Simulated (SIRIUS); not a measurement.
# InSb3 (P1) in SIRIUS: single point with PBEsol

Aim: the single point of InSb3 with PBEsol.

All numbers are computed with SIRIUS 7.12.0; they aren't measurements. Logs are shortened: lines on timing, memory, paths and dates and some standing lists are left out, and cuts for length are marked. The log counts tension as positive stress, the text compression.

## Step 1: The cell of the first run

The typed cell holds 4 atoms: a = 4.806 Å, b = 4.806 Å, c = 4.806 Å, α = 90.00°, β = 90.00°, γ = 90.00°.

The cell comes from a database or a generator and needn't be the stable form of this composition.

## Step 2: Single point, PBEsol (atoms moved at random)

File sirius.json:

```json
{
  "control": {
    "processing_unit": "cpu",
    "std_evp_solver_name": "lapack",
    "gen_evp_solver_name": "lapack",
    "verbosity": 2,
    "print_forces": true,
    "ortho_rf": true,
    "use_second_variation": true,
    "rmt_max": 3.0,
    "num_bands_to_print": 24,
    "save_wf": true
  },
  "parameters": {
    "electronic_structure_method": "full_potential_lapwlo",
    "xc_functionals": ["XC_GGA_X_PBE_SOL", "XC_GGA_C_PBE_SOL"],
    "core_relativity": "dirac",
    "valence_relativity": "iora",
    "num_fv_states": 54,
    "smearing": "fermi_dirac",
    "smearing_width": 0.0018374661,
    "pw_cutoff": 20,
    "gk_cutoff": 3.31,
    "lmax_apw": 10,
    "lmax_rho": 8,
    "lmax_pot": 8,
    "num_mag_dims": 0,
    "auto_rmt": 0,
    "ngridk": [6, 6, 6],
    "shiftk": [0, 0, 0],
    "num_dft_iter": 80,
    "energy_tol": 1e-07,
    "density_tol": 1e-05,
    "use_symmetry": true
  },
  "settings": {"tol_ne": 1e-10},
  "iterative_solver": {"type": "exact"},
  "mixer": {"type": "anderson", "beta": 0.5, "max_history": 8},
  "unit_cell": {
    "lattice_vectors": [[9.0827172844, 0.0, 0.0], [0.0, 9.0827172844, 0.0], [0.0, 0.0, 9.0827172844]],
    "atom_types": ["In", "Sb"],
    "atom_files": {"In": "In.json", "Sb": "Sb.json"},
    "atoms": {
      "In": [[-0.004256, -0.002761, 0.004105]],
      "Sb": [[0.510502, 0.488691, -0.006253], [0.000296, 0.508456, 0.504192], [0.500957, -0.001292, 0.500491]]
    }
  }
}
```

File In.json:

```json
{
  "name": "indium",
  "symbol": "In",
  "number": 49,
  "mass": 114.818,
  "rmin": 1e-06,
  "rmt": 2.54,
  "nrmt": 800,
  "rinf": 19.56,
  "core": "1s2s2p3s3p3d",
  "valence": [
    {"basis": [{"enu": 0.02, "dme": 0, "n": 0, "auto": 0}, {"enu": 0.02, "dme": 1, "n": 0, "auto": 0}]},
    {"l": 0, "n": 1, "basis": [{"enu": 0.0641, "dme": 0, "n": 0, "auto": 0}]},
    {"l": 1, "n": 2, "basis": [{"enu": 0.12, "dme": 0, "n": 0, "auto": 0}]},
    {"l": 2, "n": 3, "basis": [{"enu": 0.12, "dme": 0, "n": 0, "auto": 0}]},
    {"l": 3, "n": 4, "basis": [{"enu": 0.12, "dme": 0, "n": 0, "auto": 0}]}
  ],
  "lo": [
    {
      "l": 0,
      "basis": [{"enu": 0.0641, "dme": 0, "n": 0, "auto": 0}, {"enu": 0.0641, "dme": 1, "n": 0, "auto": 0}]
    },
    {
      "l": 0,
      "basis": [{"enu": -4.1573, "dme": 0, "n": 4, "auto": 1}, {"enu": -4.1573, "dme": 1, "n": 4, "auto": 1}]
    },
    {
      "l": 0,
      "basis": [{"enu": -4.1573, "dme": 1, "n": 4, "auto": 1}, {"enu": 0.0641, "dme": 0, "n": 0, "auto": 0}]
    },
    {
      "l": 0,
      "basis": [{"enu": 0.0641, "dme": 0, "n": 0, "auto": 0}, {"enu": 2.5442, "dme": 0, "n": 0, "auto": 0}]
    },
    {"l": 1, "basis": [{"enu": 0.12, "dme": 0, "n": 0, "auto": 0}, {"enu": 0.12, "dme": 1, "n": 0, "auto": 0}]},
    {
      "l": 1,
      "basis": [{"enu": -2.6447, "dme": 0, "n": 4, "auto": 1}, {"enu": -2.6447, "dme": 1, "n": 4, "auto": 1}]
    },
    {
      "l": 1,
      "basis": [{"enu": -2.6447, "dme": 1, "n": 4, "auto": 1}, {"enu": 0.12, "dme": 0, "n": 0, "auto": 0}]
    },
    {"l": 1, "basis": [{"enu": 0.12, "dme": 0, "n": 0, "auto": 0}, {"enu": 2.972, "dme": 0, "n": 0, "auto": 0}]},
    {"l": 2, "basis": [{"enu": 0.12, "dme": 0, "n": 0, "auto": 0}, {"enu": 0.12, "dme": 1, "n": 0, "auto": 0}]},
    {
      "l": 2,
      "basis": [{"enu": -0.4703, "dme": 0, "n": 4, "auto": 1}, {"enu": -0.4703, "dme": 1, "n": 4, "auto": 1}]
    },
    {
      "l": 2,
      "basis": [{"enu": -0.4703, "dme": 1, "n": 4, "auto": 1}, {"enu": 0.12, "dme": 0, "n": 0, "auto": 0}]
    },
    {"l": 2, "basis": [{"enu": 0.12, "dme": 0, "n": 0, "auto": 0}, {"enu": 3.344, "dme": 0, "n": 0, "auto": 0}]},
    {"l": 3, "basis": [{"enu": 0.12, "dme": 0, "n": 0, "auto": 0}, {"enu": 0.12, "dme": 1, "n": 0, "auto": 0}]},
    {"l": 3, "basis": [{"enu": 0.12, "dme": 0, "n": 0, "auto": 0}, {"enu": 2.817, "dme": 0, "n": 0, "auto": 0}]}
  ],
  "free_atom": [... radial grid and density of the free atom, the start of the SCF ...]
}
```

File Sb.json:

```json
{
  "name": "antimony",
  "symbol": "Sb",
  "number": 51,
  "mass": 121.76,
  "rmin": 1e-06,
  "rmt": 2.54,
  "nrmt": 800,
  "rinf": 15.52,
  "core": "1s2s2p3s3p3d",
  "valence": [
    {"basis": [{"enu": 0.02, "dme": 0, "n": 0, "auto": 0}, {"enu": 0.02, "dme": 1, "n": 0, "auto": 0}]},
    {"l": 0, "n": 1, "basis": [{"enu": 0.0219, "dme": 0, "n": 0, "auto": 0}]},
    {"l": 1, "n": 2, "basis": [{"enu": 0.12, "dme": 0, "n": 0, "auto": 0}]},
    {"l": 2, "n": 3, "basis": [{"enu": 0.12, "dme": 0, "n": 0, "auto": 0}]},
    {"l": 3, "n": 4, "basis": [{"enu": 0.12, "dme": 0, "n": 0, "auto": 0}]}
  ],
  "lo": [
    {
      "l": 0,
      "basis": [{"enu": 0.0219, "dme": 0, "n": 0, "auto": 0}, {"enu": 0.0219, "dme": 1, "n": 0, "auto": 0}]
    },
    {
      "l": 0,
      "basis": [{"enu": -5.137, "dme": 0, "n": 4, "auto": 1}, {"enu": -5.137, "dme": 1, "n": 4, "auto": 1}]
    },
    {
      "l": 0,
      "basis": [{"enu": -5.137, "dme": 1, "n": 4, "auto": 1}, {"enu": 0.0219, "dme": 0, "n": 0, "auto": 0}]
    },
    {
      "l": 0,
      "basis": [{"enu": 0.0219, "dme": 0, "n": 0, "auto": 0}, {"enu": 2.502, "dme": 0, "n": 0, "auto": 0}]
    },
    {"l": 1, "basis": [{"enu": 0.12, "dme": 0, "n": 0, "auto": 0}, {"enu": 0.12, "dme": 1, "n": 0, "auto": 0}]},
    {
      "l": 1,
      "basis": [{"enu": -3.425, "dme": 0, "n": 4, "auto": 1}, {"enu": -3.425, "dme": 1, "n": 4, "auto": 1}]
    },
    {"l": 1, "basis": [{"enu": -3.425, "dme": 1, "n": 4, "auto": 1}, {"enu": 0.12, "dme": 0, "n": 0, "auto": 0}]},
    {"l": 1, "basis": [{"enu": 0.12, "dme": 0, "n": 0, "auto": 0}, {"enu": 2.972, "dme": 0, "n": 0, "auto": 0}]},
    {"l": 2, "basis": [{"enu": 0.12, "dme": 0, "n": 0, "auto": 0}, {"enu": 0.12, "dme": 1, "n": 0, "auto": 0}]},
    {
      "l": 2,
      "basis": [{"enu": -0.9318, "dme": 0, "n": 4, "auto": 1}, {"enu": -0.9318, "dme": 1, "n": 4, "auto": 1}]
    },
    {
      "l": 2,
      "basis": [{"enu": -0.9318, "dme": 1, "n": 4, "auto": 1}, {"enu": 0.12, "dme": 0, "n": 0, "auto": 0}]
    },
    {"l": 2, "basis": [{"enu": 0.12, "dme": 0, "n": 0, "auto": 0}, {"enu": 3.344, "dme": 0, "n": 0, "auto": 0}]},
    {"l": 3, "basis": [{"enu": 0.12, "dme": 0, "n": 0, "auto": 0}, {"enu": 0.12, "dme": 1, "n": 0, "auto": 0}]},
    {"l": 3, "basis": [{"enu": 0.12, "dme": 0, "n": 0, "auto": 0}, {"enu": 2.817, "dme": 0, "n": 0, "auto": 0}]}
  ],
  "free_atom": [... radial grid and density of the free atom, the start of the SCF ...]
}
```

File sirius_start.json:

```json
{
  "control": {
    "processing_unit": "cpu",
    "std_evp_solver_name": "lapack",
    "gen_evp_solver_name": "lapack",
    "verbosity": 1,
    "print_forces": false,
    "ortho_rf": true,
    "use_second_variation": true,
    "rmt_max": 3.0,
    "num_bands_to_print": 24,
    "save_wf": false
  },
  "parameters": {
    "electronic_structure_method": "full_potential_lapwlo",
    "xc_functionals": ["XC_LDA_X", "XC_LDA_C_PW"],
    "core_relativity": "dirac",
    "valence_relativity": "iora",
    "num_fv_states": 54,
    "smearing": "fermi_dirac",
    "smearing_width": 0.0055123983,
    "pw_cutoff": 20,
    "gk_cutoff": 2.65,
    "lmax_apw": 10,
    "lmax_rho": 8,
    "lmax_pot": 8,
    "num_mag_dims": 0,
    "auto_rmt": 0,
    "ngridk": [2, 2, 2],
    "shiftk": [0, 0, 0],
    "num_dft_iter": 30,
    "energy_tol": 0.01,
    "density_tol": 0.05,
    "use_symmetry": true
  },
  "settings": {"tol_ne": 1e-10},
  "iterative_solver": {"type": "exact"},
  "mixer": {"type": "anderson", "beta": 0.5, "max_history": 8},
  "unit_cell": {
    "lattice_vectors": [[9.0827172844, 0.0, 0.0], [0.0, 9.0827172844, 0.0], [0.0, 0.0, 9.0827172844]],
    "atom_types": ["In", "Sb"],
    "atom_files": {"In": "In.json", "Sb": "Sb.json"},
    "atoms": {
      "In": [[-0.004256, -0.002761, 0.004105]],
      "Sb": [[0.510502, 0.488691, -0.006253], [0.000296, 0.508456, 0.504192], [0.500957, -0.001292, 0.500491]]
    }
  }
}
```

Potentials or basis: all-electron FP-LAPW, apw+lo standard.

On the command line:

```bash
> OMP_NUM_THREADS=1 sirius.scf --input=sirius_start.json --output=start.json
> OMP_NUM_THREADS=1 sirius.scf --input=sirius.json --output=output.json --task=1
```

The program printed:

```text
[info] SIRIUS version : 7.12.0
[info] number of MPI ranks           : 1
[info] MPI grid                      : 1 1
[info] maximum number of OMP threads : 1
[fft] FFT context for density and potential
[fft] =====================================
[fft]   plane wave cutoff                     : 20
[fft]   grid size                             : 60 60 60   total : 216000
[fft]   grid limits                           : -29 30   -29 30   -29 30
[fft]   number of G-vectors within the cutoff : 101073
[fft]   number of G-shells                    : 2523
[fft] FFT context for coarse grid
[fft] =====================================
[fft]   plane wave cutoff                     : 6.62
[fft]   grid size                             : 24 24 24   total : 13824
[fft]   grid limits                           : -11 12   -11 12   -11 12
[fft]   number of G-vectors within the cutoff : 3743
[fft]   number of G-shells                    : 129
[unit cell] lattice vectors
[unit cell]   a1 :       9.0827172844      0.0000000000      0.0000000000
[unit cell]   a2 :       0.0000000000      9.0827172844      0.0000000000
[unit cell]   a3 :       0.0000000000      0.0000000000      9.0827172844
[unit cell] reciprocal lattice vectors
[unit cell]   b1 :       0.6917737402      0.0000000000      0.0000000000
[unit cell]   b2 :       0.0000000000      0.6917737402      0.0000000000
[unit cell]   b3 :       0.0000000000      0.0000000000      0.6917737402
[unit cell] unit cell volume :       749.28560410 [a.u.^3]
[unit cell] 1/sqrt(omega)    :         0.03653224
[unit cell] MT volume        :       274.56789267 (36.64%)
[unit cell] IT volume        :       474.71771143 (63.36%)
[unit cell] number of atom types : 2
[unit cell] type id : 0 symbol : In mt_radius :   2.540000 num_atoms : 1
[unit cell] type id : 1 symbol : Sb mt_radius :   2.540000 num_atoms : 3
[unit cell] total number of atoms : 4
[unit cell] number of symmetry classes : 4
[unit cell] atom id  type id  class id             position                      vector_field
[unit cell] ------------------------------------------------------------------------------------------
[unit cell]      0        0        0     -0.00426  -0.00276   0.00411      0.00000   0.00000   0.00000
[unit cell]      1        1        1      0.51050   0.48869  -0.00625      0.00000   0.00000   0.00000
[unit cell]      2        1        2      0.00030   0.50846   0.50419      0.00000   0.00000   0.00000
[... 555 lines left out ...]
[generate_core_charge_density] atom class : 1
[generate_core_charge_density]   n,l,k : 1 0 1  energy :       -1112.05339160
[... 55 lines left out ...]
[find] valence_eval_sum               :    -140.16829494
[find] core_eval_sum                  :  -15174.53329157
[find] kinetic energy                 :   26683.00349671
[find] enuc                           :  -30780.62994827
[find] <rho|V^{XC}>                   :    -868.93664061
[find] <rho|E^{XC}>                   :    -660.88006436
[find] <mag|B^{XC}>                   :       0.00000000
[find] <rho|V^{H}>                    :  -41128.76844261
[find] smearing (-TS)                 :      -0.00076174
[find] SCF correction                 :       0.00024913
[find] Total energy                   :  -25322.89048809 (Ha),  -50645.78097618 (Ry)
[find] Free energy (E-TS)             :  -25322.89124982 (Ha),  -50645.78249965 (Ry)
[find] band gap (eV)                  :       0.00000000
[find] Efermi                         :       0.23891062
[find] iteration : 8, RMS (target) : 7.5663e-06 (1.0000e-05) , energy difference (target) : 5.5588e-09 (1.0000e-07)
[find] converged after 9 SCF iterations!
[find] Charges and magnetic moments
[find] --------------------------------------------------------------------------------
[find] atom      charge    core leakage
[find] --------------------------------------------------------------------------------
[find]    0   47.148688    2.534536e-10
[find]    1   48.709939    2.591626e-11
[find]    2   48.709458    2.543633e-11
[find]    3   48.709492    2.553120e-11
[find] total core leakage    : 3.30337421e-10
[find] interstitial charge   : 8.722415
[find] total charge          : 201.999993
[find] Energy
[find] --------------------------------------------------------------------------------
[find] valence_eval_sum               :    -140.16829494
[find] core_eval_sum                  :  -15174.53329157
[find] kinetic energy                 :   26683.00349671
[find] enuc                           :  -30780.62994827
[find] <rho|V^{XC}>                   :    -868.93664061
[find] <rho|E^{XC}>                   :    -660.88006436
[find] <mag|B^{XC}>                   :       0.00000000
[find] <rho|V^{H}>                    :  -41128.76844261
[find] smearing (-TS)                 :      -0.00076174
[find] SCF correction                 :       0.00024913
[find] Total energy                   :  -25322.89048809 (Ha),  -50645.78097618 (Ry)
[find] Free energy (E-TS)             :  -25322.89124982 (Ha),  -50645.78249965 (Ry)
[find] band gap (eV)                  :       0.00000000
[find] Efermi                         :       0.23891062
[ground_state]
[ground_state] ==== total Forces in Ha/bohr =====
[ground_state] atom:    0, force:       0.0015304      0.0001404      0.0003330
[ground_state] atom:    1, force:      -0.0007249     -0.0005786     -0.0003601
[ground_state] atom:    2, force:       0.0004519      0.0003670      0.0001183
[ground_state] atom:    3, force:      -0.0012129      0.0000769     -0.0000960
[ground_state] ==== contribution from density =====
[ground_state] atom:    0, force:       0.0047255      0.0007973     -0.0045604
[ground_state] atom:    1, force:      -0.0011209     -0.0069520     -0.0025435
[ground_state] atom:    2, force:       0.0024543      0.0059203      0.0031664
[ground_state] atom:    3, force:      -0.0068160      0.0006646      0.0011683
[ground_state] ==== contribution from Hartree potential =====
[ground_state] atom:    0, force:       0.0005007     -0.0002105      0.0044735
[ground_state] atom:    1, force:      -0.0060784      0.0109334      0.0071888
[ground_state] atom:    2, force:       0.0015443     -0.0106514     -0.0061680
[ground_state] atom:    3, force:       0.0038196     -0.0006232     -0.0025595
[ground_state] ==== contribution from IBS =====
[ground_state] atom:    0, force:      -0.0036958     -0.0004464      0.0004199
[ground_state] atom:    1, force:       0.0064745     -0.0045600     -0.0050054
[ground_state] atom:    2, force:      -0.0035467      0.0050981      0.0031200
[ground_state] atom:    3, force:       0.0017835      0.0000355      0.0012952
```

Wall time 11 min (1 thread of Arm Neoverse V2, shared host); peak memory 1.5 GiB.

Results:

| Property | Result |
| --- | --- |
| Free energy | -689070.9747 eV |
| Largest force | 0.081 eV/Å |
| Band gap on the k mesh | none (metal or under the smearing width) |
| All electrons inside the program's atomic spheres | Sb 48.71; In 47.15 (radii In 2.54, Sb 2.54 bohr) |

Forces on the atoms (eV/Å):
```
Sb  -0.037 -0.030 -0.019
Sb   0.023  0.019  0.006
Sb  -0.062  0.004 -0.005
In   0.079  0.007  0.017
```

The run has no spin-orbit coupling, so splittings on Sb are missing.
